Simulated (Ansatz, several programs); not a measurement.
KAgCl2, ordered on the rocksalt lattice (R-3m) with 4 atoms a cell, relaxed with r2SCAN in Ansatz (plane waves, PAW): space group R-3m (No. 166), trigonal; conventional cell a = 4.196 Å, c = 20.015 Å, 25.44 Å³ an atom. K has 6 Cl at 3.08 Å; Ag has 6 Cl at 2.82 Å; Cl has 3 Ag at 2.82 Å and 3 K at 3.08 Å. The cell was then scaled with its shape and fractional coordinates held, which makes it stiffer than a relaxed compression. No spin polarisation. The prototype was imposed, so other structures may be more stable.

```tsv
V (Å³/atom)	E (meV/atom)
23.911	10.47
25.438	0.00
26.201	2.14
26.964	8.14
```

**Question.** Pass a cubic E = c₀ + c₁u + c₂u² + c₃u³, with u = V − 25.629 Å³, through these points.

**Answer.** c₀ = 0.13, c₁ = +1.423, c₂ = 3.823, c₃ = -0.2960 (meV and Å³).

**Question.** Where is the minimum, and what bulk modulus follows?

**Answer.** dE/du = 0 at u = -0.182, so V₀ = 25.45 Å³. B = V₀ d²E/dV² = 25.45 × (2c₂ + 6c₃u) = 25.45 × 7.970 = 203 meV/Å³, and 1 meV/Å³ is 0.16022 GPa: 32 GPa. A third-order Birch-Murnaghan fit to all five points gives 25.44 Å³ and 32 GPa.

**Question.** Predict the energy and the pressure at the withheld volume, 24.675 Å³.

**Answer.** With u = -0.954: E ≈ 2.51 meV and P = −dE/dV ≈ +1.07 GPa. The run gives 2.47 meV and, from its stress, +1.06 GPa.
